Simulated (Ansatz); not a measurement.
# Ti3Cl: which structure is lowest, part 2 of 2

Aim: relax 2 candidate structures of Ti3Cl by the same steps and rank them by energy.

Ansatz 0.2.0; DFT PBE, scalar-relativistic, plane waves, PAW. The steps go on from the part before.

### Step 6. The relaxation (candidate B)

The input, input.yaml:

```yaml
crystal:
  lattice:
    - [4.0799280825, 0.0, 0.0]
    - [0.0, 4.0799280825, 0.0]
    - [0.0, 0.0, 4.0799280825]
  atoms:
    - { symbol: Ti, position: [0.0, 0.5, 0.5] }
    - { symbol: Ti, position: [0.5, 0.0, 0.5] }
    - { symbol: Ti, position: [0.5, 0.5, 0.0] }
    - { symbol: Cl, position: [0.0, 0.0, 0.0] }
basis:
  ecutwfc: 420
kpoints:
  mp_grid: { grid: [12, 12, 12] }
hamiltonian:
  xc: pbe
scf:
  occupations: { method: gaussian, width: 0.1 }
output:
  forces: true
  stress: true
  eigenvalues: true
relax:
  adjacent_minimum: "off"
  f_tol: 0.01
  max_steps: 80
  cell: { stress_tol: 0.05 }
```

Run with:

```sh
$ ansatz run input.yaml --threads 1 --pin off --max-ram 2560MiB --backend cpu --events-out ev --progress --plain --runs-dir out
```

The log of the run:

```text
Warning: RAYON_NUM_THREADS=1 ignored (pool sized by the plan → 1); use --threads N
Engine: ansatz 0.2.0, x86_64-unknown-linux-gnu
Pseudopotentials: kind: paw
Pseudopotential: Ti, paw, valence charge 12, recommended cutoff 420 eV (normal), Ti.paw.azcp
Pseudopotential: Cl, paw, valence charge 7, recommended cutoff 420 eV (normal), Cl.paw.azcp
Functional definition: PBE
  parameter kappa = 0.804
  parameter beta = 0.06672455060314922
  exchange = pbe_x(kappa = kappa, mu = beta*pi^2/3)
  correlation = pbe_c(beta = beta)
Crystal: 4 atoms, lattice volume = 67.914 Å³
Basis set: ecut = 420 eV, 1357 PW (Γ), exchange–correlation on 60×60×60 points (8 copies of the dense FFT grid, shifted against one another)
Bands: 26, of which v1, the nominal top of the filled ones, is band 22 counted from 1 (21 counted from 0)
Symmetry: 48 space group operations
Space group: Pm-3m (ITA 221), of the structure as read, at distance tolerance 4.1e-5 Å
k-points: 84 of 1728
Non-local potential: Ti, projectors of the file, l = 0: 3, l = 1: 2, l = 2: 3, l = 3: 1
Non-local potential: Cl, projectors of the file, l = 0: 2, l = 1: 2, l = 2: 2
PAW form: soft (Blöchl's): semilocal exchange-correlation on the pseudo side does not see the compensation charge
PAW one-centre angular grid: Ti, 590 points (default); XC on 64 Gauss nodes
PAW one-centre angular grid: Cl, 110 points (default); XC on 64 Gauss nodes
Initial density: superposition of atomic densities (neutral atoms: chi_scale 0, normalization atom), corrected by the library's trained network
Initial wavefunctions: pseudopotential atomic-orbital guess
Functional: x = pbe(κ = 0.804, μ = 0.2195149727645171), c = pbe(β = 0.06672455060314922)
SCF iter   1: F=—  HF=-8577.291708 eV  |F-HF|=—  |Δ(HF+E_count)|=         —  Δρ=5.97e-3  dr2=1.76e-2  ethr=1.77e-3  ⟨swp⟩=4.1  Hψ=8751  notcnv=0
preconditioner: auto → Kerker (q_TF=auto, 2.528 Å⁻¹)  [metal: Δε(μ)=0.006 eV  Ē_g=5.687 eV  σ=0.100 eV  W_gap=0.04  n_scr=18 (ndim 8)  ℏωp=19.6 eV  f_vac=0.000  D(μ)=7.39/eV (n_scr^D=92)]
SCF iter   2: F=—  HF=-8577.289662 eV  |F-HF|=—  |Δ(HF+E_count)|=   2.05e-3  Δρ=3.34e-3  dr2=5.16e-3  ethr=4.09e-5  ⟨swp⟩=1.2  Hψ=2906  notcnv=0
SCF iter   3: F=—  HF=-8577.289436 eV  |F-HF|=—  |Δ(HF+E_count)|=   2.26e-4  Δρ=5.14e-4  dr2=1.59e-4  ethr=1.20e-5  ⟨swp⟩=2.0  Hψ=2634  notcnv=0
SCF iter   4: F=—  HF=-8577.289436 eV  |F-HF|=—  |Δ(HF+E_count)|=   2.94e-7  Δρ=1.40e-4  dr2=9.04e-6  ethr=3.71e-7  ⟨swp⟩=2.0  Hψ=2867  notcnv=0
SCF iter   5: F=—  HF=-8577.289312 eV  |F-HF|=—  |Δ(HF+E_count)|=   1.24e-4  Δρ=3.59e-5  dr2=6.11e-7  ethr=2.10e-8  ⟨swp⟩=2.0  Hψ=3751  notcnv=0
SCF iter   6: F=-8577.289312 eV  HF=-8577.289312 eV  |F-HF|=6.94e-9  |Δ(HF+E_count)|=   8.76e-8  Δρ=6.89e-6  dr2=2.46e-8  ethr=2.33e-10  ⟨swp⟩=5.7  Hψ=8380  notcnv=0
SCF 1 converged in 6 iterations: F = -8577.289312 eV  dr2 = 2.46e-8
relax step   1: F+E_penalty+E_count = -8577.28931203 eV  Δ(F+E_penalty+E_count) = +0.000e0 eV  max|allowed force component| = 3.371e-29 eV/Å  Δτ_max = 0.0000 Å  P = -2.066 GPa  Ω = 67.914 Å³  (6 SCF iters, dr2 threshold 1.00e-7 eV, accepted)
Crystal: 4 atoms, lattice volume = 65.339 Å³
Basis set: ecut = 420 eV, 1309 PW (Γ), exchange–correlation on 60×60×60 points (8 copies of the dense FFT grid, shifted against one another)
Initial density: handed on by an earlier stage of this run
Initial wavefunctions: those handed on with the density
iter 1 solved again at ethr=1.99e-4 eV; its pass at ethr=3.10e-3 eV (dr2=8.54e-2 eV) is discarded
SCF iter   1: F=—  HF=-8577.322599 eV  |F-HF|=—  |Δ(HF+E_count)|=         —  Δρ=7.13e-3  dr2=8.62e-2  ethr=1.99e-4  ⟨swp⟩=1.0  Hψ=12026  notcnv=0
preconditioner: auto → Kerker (q_TF=auto, 2.545 Å⁻¹)  [metal: Δε(μ)=0.012 eV  Ē_g=5.788 eV  σ=0.100 eV  W_gap=0.07  n_scr=18 (ndim 8)  ℏωp=20.0 eV  f_vac=0.000  D(μ)=6.95/eV (n_scr^D=80)]
SCF iter   2: F=—  HF=-8577.308428 eV  |F-HF|=—  |Δ(HF+E_count)|=   1.42e-2  Δρ=3.31e-3  dr2=2.32e-2  ethr=1.99e-4  ⟨swp⟩=1.8  Hψ=2435  notcnv=0
SCF iter   3: F=—  HF=-8577.302853 eV  |F-HF|=—  |Δ(HF+E_count)|=   5.57e-3  Δρ=9.32e-4  dr2=1.15e-3  ethr=5.41e-5  ⟨swp⟩=2.0  Hψ=2854  notcnv=0
SCF iter   4: F=—  HF=-8577.302559 eV  |F-HF|=—  |Δ(HF+E_count)|=   2.94e-4  Δρ=2.60e-4  dr2=3.24e-5  ethr=2.68e-6  ⟨swp⟩=2.0  Hψ=3101  notcnv=0
SCF iter   5: F=—  HF=-8577.302482 eV  |F-HF|=—  |Δ(HF+E_count)|=   7.74e-5  Δρ=4.57e-5  dr2=5.75e-7  ethr=7.54e-8  ⟨swp⟩=2.6  Hψ=4107  notcnv=0
SCF iter   6: F=-8577.302482 eV  HF=-8577.302482 eV  |F-HF|=3.51e-9  |Δ(HF+E_count)|=   6.19e-7  Δρ=7.04e-6  dr2=2.11e-8  ethr=9.30e-10  ⟨swp⟩=5.7  Hψ=8608  notcnv=0
SCF 2 converged in 6 iterations: F = -8577.302482 eV  dr2 = 2.11e-8
relax step   2: F+E_penalty+E_count = -8577.30248249 eV  Δ(F+E_penalty+E_count) = -1.317e-2 eV  max|allowed force component| = 4.615e-29 eV/Å  Δτ_max = 0.0000 Å  P = +0.517 GPa  Ω = 65.339 Å³  energy of the carried Pulay correction = +2.045e-4 eV  (6 SCF iters, dr2 threshold 4.00e-7 eV, accepted)
Crystal: 4 atoms, lattice volume = 65.838 Å³
iter 1 solved again at ethr=8.45e-6 eV; its pass at ethr=3.10e-3 eV (dr2=3.63e-3 eV) is discarded
SCF iter   1: F=—  HF=-8577.304111 eV  |F-HF|=—  |Δ(HF+E_count)|=         —  Δρ=1.42e-3  dr2=3.45e-3  ethr=8.45e-6  ⟨swp⟩=1.0  Hψ=10072  notcnv=0
preconditioner: auto → Kerker (q_TF=auto, 2.541 Å⁻¹)  [metal: Δε(μ)=0.023 eV  Ē_g=5.855 eV  σ=0.100 eV  W_gap=0.13  n_scr=18 (ndim 8)  ℏωp=19.9 eV  f_vac=0.000  D(μ)=7.01/eV (n_scr^D=80)]
SCF iter   2: F=—  HF=-8577.303546 eV  |F-HF|=—  |Δ(HF+E_count)|=   5.65e-4  Δρ=6.67e-4  dr2=9.59e-4  ethr=8.03e-6  ⟨swp⟩=1.7  Hψ=2390  notcnv=0
SCF iter   3: F=—  HF=-8577.303315 eV  |F-HF|=—  |Δ(HF+E_count)|=   2.31e-4  Δρ=1.86e-4  dr2=4.38e-5  ethr=2.23e-6  ⟨swp⟩=2.0  Hψ=2864  notcnv=0
SCF iter   4: F=—  HF=-8577.303223 eV  |F-HF|=—  |Δ(HF+E_count)|=   9.28e-5  Δρ=5.45e-5  dr2=1.72e-6  ethr=1.02e-7  ⟨swp⟩=2.0  Hψ=2653  notcnv=0
iter 5 did not close the SCF: its close was put off for the readings that it lacked (scf_convergence_deferred on its scf_iter line)
SCF iter   5: F=-8577.303222 eV  HF=-8577.303222 eV  |F-HF|=2.15e-8  |Δ(HF+E_count)|=   2.69e-7  Δρ=9.23e-6  dr2=2.76e-8  ethr=4.01e-9  ⟨swp⟩=2.3  Hψ=3655  notcnv=0
SCF iter   6: F=-8577.303222 eV  HF=-8577.303222 eV  |F-HF|=3.67e-10  |Δ(HF+E_count)|=   2.64e-8  Δρ=1.50e-6  dr2=8.00e-10  ethr=6.41e-11  ⟨swp⟩=2.1  Hψ=6322  notcnv=0
SCF 3 converged in 6 iterations: F = -8577.303222 eV  dr2 = 8.00e-10
relax step   3: F+E_penalty+E_count = -8577.30322241 eV  Δ(F+E_penalty+E_count) = -7.399e-4 eV  max|allowed force component| = 6.581e-30 eV/Å  Δτ_max = 0.0000 Å  P = -0.014 GPa  Ω = 65.838 Å³  energy of the carried Pulay correction = +1.642e-4 eV  (6 SCF iters, dr2 threshold 4.00e-7 eV, accepted)
Basis set: ecut = 420 eV, 1309 PW (Γ), exchange–correlation on 54×54×54 points (8 copies of the dense FFT grid, shifted against one another)
Initial wavefunctions: pseudopotential atomic-orbital guess (no wavefunctions were taken with the density)
iter 1 solved again at ethr=1.81e-8 eV; its pass at ethr=3.10e-3 eV (dr2=7.78e-6 eV) is discarded
SCF iter   1: F=—  HF=-8577.303091 eV  |F-HF|=—  |Δ(HF+E_count)|=         —  Δρ=2.79e-5  dr2=6.85e-8  ethr=1.81e-8  ⟨swp⟩=3.3  Hψ=14610  notcnv=0
preconditioner: auto → Kerker (q_TF=auto, 2.541 Å⁻¹)  [metal: Δε(μ)=0.024 eV  Ē_g=5.837 eV  σ=0.100 eV  W_gap=0.14  n_scr=18 (ndim 8)  ℏωp=19.9 eV  f_vac=0.000  D(μ)=7.01/eV (n_scr^D=80)]
SCF iter   2: F=—  HF=-8577.303031 eV  |F-HF|=—  |Δ(HF+E_count)|=   6.00e-5  Δρ=1.47e-5  dr2=1.86e-8  ethr=1.59e-10  ⟨swp⟩=2.0  Hψ=4006  notcnv=0
SCF iter   3: F=—  HF=-8577.303031 eV  |F-HF|=—  |Δ(HF+E_count)|=   2.50e-8  Δρ=2.48e-6  dr2=5.94e-10  ethr=4.32e-11  ⟨swp⟩=2.0  Hψ=3728  notcnv=0
SCF iter   4: F=—  HF=-8577.303031 eV  |F-HF|=—  |Δ(HF+E_count)|=  9.46e-10  Δρ=3.23e-7  dr2=4.42e-11  ethr=1.38e-12  ⟨swp⟩=3.0  Hψ=4229  notcnv=0
iter 5 did not close the SCF: its close was put off for the readings that it lacked (scf_convergence_deferred on its scf_iter line)
SCF iter   5: F=-8577.303031 eV  HF=-8577.303031 eV  |F-HF|=1.82e-12  |Δ(HF+E_count)|=  2.00e-11  Δρ=1.03e-7  dr2=4.70e-12  ethr=1.00e-12  ⟨swp⟩=1.0  Hψ=2184  notcnv=0
iter 6 did not close the SCF: its close was put off for the readings that it lacked (scf_convergence_deferred on its scf_iter line)
SCF iter   6: F=-8577.303031 eV  HF=-8577.303031 eV  |F-HF|=0.00e0  |Δ(HF+E_count)|=  1.82e-12  Δρ=1.75e-8  dr2=1.37e-13  ethr=1.00e-12  ⟨swp⟩=1.0  Hψ=2184  notcnv=0
iter 7 did not close the SCF: its close was put off for the readings that it lacked (scf_convergence_deferred on its scf_iter line)
SCF iter   7: F=-8577.303031 eV  HF=-8577.303031 eV  |F-HF|=1.82e-12  |Δ(HF+E_count)|=    0.00e0  Δρ=4.86e-9  dr2=1.35e-14  ethr=1.00e-12  ⟨swp⟩=1.0  Hψ=2184  notcnv=0
iter 8 did not close the SCF: its close was put off for the readings that it lacked (scf_convergence_deferred on its scf_iter line)
SCF iter   8: F=-8577.303031 eV  HF=-8577.303031 eV  |F-HF|=3.64e-12  |Δ(HF+E_count)|=    0.00e0  Δρ=1.29e-9  dr2=1.14e-15  ethr=1.00e-12  ⟨swp⟩=1.0  Hψ=2184  notcnv=0
SCF iter   9: F=-8577.303031 eV  HF=-8577.303031 eV  |F-HF|=0.00e0  |Δ(HF+E_count)|=  3.64e-12  Δρ=3.54e-10  dr2=6.33e-17  ethr=1.00e-12  ⟨swp⟩=1.0  Hψ=4704  notcnv=0
SCF 4 converged in 9 iterations: F = -8577.303031 eV  dr2 = 6.33e-17
relax step   4: F+E_penalty+E_count = -8577.30303129 eV  Δ(F+E_penalty+E_count) = +1.911e-4 eV  max|allowed force component| = 6.015e-30 eV/Å  Δτ_max = 0.0000 Å  P = -0.009 GPa  Ω = 65.838 Å³  stress off target by 9.11e-3 GPa  SCF on the basis re-selected at this cell (its energy is not comparable with the rows above)  (9 SCF iters)
basis re-selected at this cell: Δ(F+E_penalty+E_count) = +1.911e-4 eV, ΔP = +0.005 GPa vs the last step (what re-selecting the basis moved, of the pressure what is left beyond the Pulay correction that the steps carried, after the strain that the cell walked since its last selection, with what the two solves' SCF thresholds leave and, on support functions, any second-order correction that the steps lacked; it is no measure of the basis error at this ecutwfc). The dense FFT grid was sized anew with the basis: this SCF ran on 27×27×27 points, the steps before it on 30×30×30, so part of this shift can come from that change (see relax.cell in the input reference). This SCF's stress stands 9.11e-3 GPa from its target on what of the cell is left free (relax.cell.stress_tol is 5.00e-2 GPa) and its largest allowed force component is 6.02e-30 eV/Å (relax.f_tol is 1.00e-2 eV/Å): within both
SCF converged after 9 iterations
Free energy (F): -8577.303031 eV
Harris-Foulkes:  -8577.303031 eV  (|F-HF|=0.00e0)
Internal energy: -8577.268003 eV  (E = F + TS)
E sigma→0 (E₀):  -8577.285517 eV
Entropy (-TS):   -0.035028 eV (-8.757 meV/atom)
Fermi energy:    13.680837 eV
--- Per-component energies (eV) ---
  E_band       = -437.305282
  E_kinetic    = 984.502314
  E_local      = -2644.871812  (includes V_loc(G=0)·N_el)
  E_nonlocal   = 58.545180
  E_hartree    = 1083.764534
  E_xc         = -400.202985
  E_vxc        = -488.966633  (∫ρ·V_xc dr)
  E_paw        = -3804.721264  (= ΣΔE_a)
  E_vpaw       = -514.043839  (= ΣTr[D̂ρ^β])
  E_aug_tail   = 0.000440  (compensation charges beyond the density's cutoff)
  E_ewald      = -3854.284409
  E_smearing   = -0.035028  (= −TS)
  E_closure    = 0.000000  (closes the sum)
  Σ components = -8577.303031   (vs F -8577.303031, Δ=0.00e0)
--- Forces (eV/Å), atoms counted from 1 ---
  atom   1  Ti    -0.00000000    -0.00000000     0.00000000
  atom   2  Ti     0.00000000     0.00000000    -0.00000000
  atom   3  Ti    -0.00000000     0.00000000     0.00000000
  atom   4  Cl     0.00000000     0.00000000     0.00000000
  max |Σ_I F_I| component: 5.39e-30 eV/Å
--- Stress (GPa, compression-positive) ---
       -0.009108       0.000000       0.000000
        0.000000      -0.009108      -0.000000
        0.000000      -0.000000      -0.009108
  P = ⅓ Tr σ = -0.0091 GPa (-0.091 kbar)
--- Band table (eV; the first three rows and the last of 84) ---
  k-point 0: bands = ["-43.0472", "-42.8935", "-42.8935", "-19.5458", "-19.5458", "-19.5458", "-19.2998", "-19.2998", "-19.2998", "-18.9165", "-18.9165", "-18.9165", "-4.9569", "7.1240", "7.1240", "7.1240", "9.3490", "11.3288", "11.3288", "12.1525", "12.1525", "12.1525", "12.5548", "15.1260", "15.1260", "15.1260"]
  k-point 1: bands = ["-43.0449", "-42.8958", "-42.8934", "-19.5408", "-19.5408", "-19.5396", "-19.3015", "-19.3015", "-19.3006", "-18.9253", "-18.9200", "-18.9200", "-4.9437", "6.9436", "7.1025", "7.1025", "9.4787", "11.3944", "11.4659", "12.1838", "12.2220", "12.2220", "12.6452", "15.0757", "15.1723", "15.1723"]
  k-point 2: bands = ["-43.0381", "-42.9025", "-42.8934", "-19.5262", "-19.5262", "-19.5215", "-19.3069", "-19.3069", "-19.3029", "-18.9505", "-18.9297", "-18.9297", "-4.9075", "6.5345", "7.0454", "7.0454", "9.7862", "11.5850", "11.8028", "12.2746", "12.4220", "12.4220", "12.9101", "14.9333", "15.3062", "15.3062"]
  k-point 83: bands = ["-42.9434", "-42.9434", "-42.9434", "-19.5990", "-19.5990", "-19.5990", "-19.5418", "-19.1208", "-19.1208", "-19.1208", "-18.8372", "-18.8372", "-4.6966", "6.4155", "6.4155", "6.4155", "11.3105", "11.3105", "11.3105", "13.5539", "14.0928", "14.0928", "14.0928", "14.4433", "15.1694", "15.1694"]
--- Relaxed structure (3 steps of the walk, 3 accepted, 1 SCFs on fresh bases) ---
  F+E_penalty+E_count = -8577.30303129 eV   max|allowed force component| = 6.015e-30 eV/Å   (the final SCF, on the basis selected at the relaxed cell)
  cell:  # Å, volume = 65.8382 Å³
    - [4.037934901387153, 6.389673825909735e-34, 6.419766481290786e-35]
    - [6.389673825909735e-34, 4.037934901387153, 0.0]
    - [-1.2839532962581572e-34, 0.0, 4.037934901387153]
  atoms:
    - { symbol: Ti, position: [9.83437445356878e-37, 0.5, 0.5] }
    - { symbol: Ti, position: [0.5, -1.19856438656697e-35, 0.5] }
    - { symbol: Ti, position: [0.5, 0.5, -2.3356639327804063e-36] }
    - { symbol: Cl, position: [-2.2619061243855927e-35, 6.699667596688038e-36, 1.5980858487473122e-36] }
```

Run time: 53 s. Hardware: 1 thread of Intel Xeon Platinum 8259CL at 2.50GHz (Skylake/Cascade Lake), shared host; peak memory 0.49 GiB.

Relaxation path:

| step | E - E(step 1) (eV/cell) | largest force component (eV/Å) | pressure (GPa) | volume (Å³) |
| --- | --- | --- | --- | --- |
| 1 | 0.0000 | 0.0000 | -2.07 | 67.91 |
| 2 | -0.0132 | 0.0000 | 0.52 | 65.34 |
| 3 | -0.0139 | 0.0000 | -0.01 | 65.84 |
| 4 | -0.0137 | 0.0000 | -0.01 | 65.84 |

Step 1 is the start. Step 4 repeats the geometry before it on a plane-wave basis chosen anew for that cell, so its energy need not be comparable with the rows above.

|  | before | after | change |
| --- | --- | --- | --- |
| a (Å) | 4.080 | 4.038 | -1.0 % |
| b (Å) | 4.080 | 4.038 | -1.0 % |
| c (Å) | 4.080 | 4.038 | -1.0 % |
| volume (Å³/atom) | 16.98 | 16.46 | -3.1 % |
| shortest distance (Å) | 2.885 | 2.855 | -1.0 % |
| space group (0.01 Å) | Pm-3m | Pm-3m | same |

The run keeps the 48 symmetry operations of the start, so it could not have lowered the symmetry.

### Step 7. Variant: mp_grid.grid [6, 6, 6], dr2_threshold 1.0e-05

The input, input.yaml:

```yaml
crystal:
  lattice:
    - [4.0379349014, 0.0, 0.0]
    - [0.0, 4.0379349014, 0.0]
    - [0.0, 0.0, 4.0379349014]
  atoms:
    - { symbol: Ti, position: [0.0, 0.5, 0.5] }
    - { symbol: Ti, position: [0.5, 0.0, 0.5] }
    - { symbol: Ti, position: [0.5, 0.5, 0.0] }
    - { symbol: Cl, position: [0.0, 0.0, 0.0] }
basis:
  ecutwfc: 420
kpoints:
  mp_grid: { grid: [6, 6, 6] }
hamiltonian:
  xc: pbe
scf:
  occupations: { method: gaussian, width: 0.1 }
  convergence: { dr2_threshold: 1.0e-05 }
output:
  forces: true
  eigenvalues: true
  stress: true
```

Run with:

```sh
$ ansatz run input.yaml --threads 1 --pin off --max-ram 2560MiB --backend cpu --events-out ev --progress --plain --runs-dir out
```

The log of the run, cut to the lines that bear on the results:

```text
Warning: scf.convergence.dr2_threshold = 1e-5 eV is looser than this run's default, which is 1e-7 eV or tighter. The error in the forces grows as the threshold's square root, so leave the key out unless less accurate forces are enough
Warning: output.stress: scf.convergence.dr2_threshold = 1e-5 eV is looser than the 4e-10 eV advised for a printed stress (1e-10 eV for each atom of the cell: 4). What an SCF threshold leaves in a stress goes as its square root, and in the free energy as the threshold itself, and one [...]
Warning: RAYON_NUM_THREADS=1 ignored (pool sized by the plan → 1); use --threads N
[...]
[... 4 set-up lines as earlier in the session ...]
[...]
Crystal: 4 atoms, lattice volume = 65.838 Å³
Basis set: ecut = 420 eV, 1309 PW (Γ), exchange–correlation on 54×54×54 points (8 copies of the dense FFT grid, shifted against one another)
Bands: 26, of which v1, the nominal top of the filled ones, is band 22 counted from 1 (21 counted from 0)
[... 1 set-up line as earlier in the session ...]
Space group: Pm-3m (ITA 221), of the structure as read, at distance tolerance 4.0e-5 Å
k-points: 20 of 216
[...]
SCF iter   1: F=—  HF=-8577.329747 eV  |F-HF|=—  |Δ(HF+E_count)|=         —  Δρ=7.99e-3  dr2=3.48e-2  ethr=1.77e-3  ⟨swp⟩=4.2  Hψ=2064  notcnv=0
[...]
SCF iter   6: F=-8577.324074 eV  HF=-8577.324074 eV  |F-HF|=1.16e-8  |Δ(HF+E_count)|=   2.99e-7  Δρ=9.04e-6  dr2=4.07e-8  ethr=2.22e-9  ⟨swp⟩=2.3  Hψ=1675  notcnv=0
[...]
SCF converged after 6 iterations
Free energy (F): -8577.324074 eV
[...]
E sigma→0 (E₀):  -8577.308882 eV
Entropy (-TS):   -0.030384 eV (-7.596 meV/atom)
Fermi energy:    13.694598 eV
[...]
--- Forces (eV/Å), atoms counted from 1 ---
  atom   1  Ti     0.00000000     0.00000000     0.00000000
  atom   2  Ti     0.00000000    -0.00000000     0.00000000
  atom   3  Ti     0.00000000     0.00000000    -0.00000000
  atom   4  Cl     0.00000000    -0.00000000     0.00000000
[...]
--- Stress (GPa, compression-positive) ---
       -0.056978      -0.000000       0.000000
        0.000000      -0.056978       0.000000
        0.000000       0.000000      -0.056978
  P = ⅓ Tr σ = -0.0570 GPa (-0.570 kbar)
--- Band table (eV; the first three rows and the last of 20) ---
[... band rows left out ...]
[...]
```

Run time: 3.7 s. Hardware: 1 thread of Intel Xeon Platinum 8259CL at 2.50GHz (Skylake/Cascade Lake), shared host; peak memory 0.39 GiB.

| run | ending | energy change | pressure (GPa) | gap (eV) | force (eV/Å) | cycles | time |
| --- | --- | --- | --- | --- | --- | --- | --- |
| step 6 | converged | 0 | 0.0 | 0.00 | 0.00 | - | 53 s |
| variant | converged | -5.3 meV/atom | -0.1 | 0.00 | 0.00 | 6 | 3.7 s |

Changing the k-point mesh and convergence setting moves the energy by -5.3 meV/atom. Sampling errors of the energy have no fixed sign. Of the settings changed, the mesh is the one that moves energies this far. These settings are too coarse to quote as the system's properties.

### Step 8. Ranking

The summary covers parts 1 to 2.

Formation energies count from the elements, computed with the same settings in runs not shown here.

```
candidate                               start  space group at the end  atoms  volume (Å³/atom)  energy above the lowest (meV/atom)  gap on the mesh (eV)  formation energy (eV/atom)
        B  Cu3Au (L1_2) type (Pm-3m, No. 221)                   Pm-3m      4             16.46                                 0.0                  0.00                      +0.290
        A     anti-ReO3 type (Pm-3m, No. 221)                   Pm-3m      4             22.54                               422.0                  0.00                      +0.712
```

The lowest is B, in Pm-3m; A follows 422 meV/atom higher. Other structures, not tried here, may lie lower. The lowest formation energy here, +0.29 eV/atom, is positive, so the elements lie lower than the structures tried; another structure of the compound can lie lower. A spin-polarised run here lost its starting moments, which speaks against magnetism, though one start doesn't rule it out.
